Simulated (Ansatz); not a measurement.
# GaN (zincblende type): the cost of one run

Computed with Ansatz 0.2.0 (DFT PBE, with the methods named in each step, unless a step's input says otherwise).

1 further run of the same task is left out (it didn't finish).

## (1) The system as given

Symmetry: F-43m, No. 216, cubic system. Conventional cell: a = 4.548 Å, b = 4.548 Å, c = 4.548 Å, α = 90.00°, β = 90.00°, γ = 90.00°. Ga (site symmetry -43m) has 4 N at 1.97 Å as nearest neighbours. N (site symmetry -43m) has 4 Ga at 1.97 Å as nearest neighbours.

Structure file:

```cif
data_structure
_symmetry_space_group_name_H-M 'P 1'
_symmetry_Int_Tables_number 1
_cell_length_a 3.2163
_cell_length_b 4.5485
_cell_length_c 3.2163
_cell_angle_alpha 90.000
_cell_angle_beta 90.000
_cell_angle_gamma 90.000
_cell_volume 47.05
loop_
_atom_site_label
_atom_site_type_symbol
_atom_site_fract_x
_atom_site_fract_y
_atom_site_fract_z
_atom_site_occupancy
Ga1 Ga 0.00000 0.00000 0.00000 1
Ga2 Ga 0.50000 0.50000 0.50000 1
N1 N 0.00000 0.25000 0.50000 1
N2 N 0.50000 0.75000 0.00000 1
```

Atoms are numbered in the order of the input: Ga1, Ga2, N3, N4.

## (2) Bulk in the slab's orientation, LAPW

Input file input.yaml:

```yaml
crystal:
  lattice:
    - [-2.2742431744, 2.2742431744, 0.0]
    - [0.0, 0.0, 4.5484863488]
    - [2.2742431744, 2.2742431744, 0.0]
  atoms:
    - { symbol: Ga, position: [0.0, 0.0, 0.0] }
    - { symbol: Ga, position: [0.5, 0.5, 0.5] }
    - { symbol: "N", position: [0.0, 0.25, 0.5] }
    - { symbol: "N", position: [0.5, 0.75, 0.0] }
kpoints:
  mp_grid: { grid: [8, 6, 8] }
scf:
  occupations: { method: fermi_dirac, width: 0.02 }
hamiltonian:
  xc: pbe
  pseudopotentials: { kind: all_electron, lapw: { basis_error: 0.001 } }
output:
  forces: true
  stress: true
  eigenvalues: true
```

Command:

```bash
ansatz run input.yaml --threads 1 --pin off --max-ram 3584MiB --backend cpu --events-out ev --progress --plain --runs-dir out
```

What time and memory should one allow on 1 thread of Intel Xeon Platinum 8259CL at 2.50GHz (Skylake/Cascade Lake), shared host?

About 69 s, with a peak of 0.54 GiB.
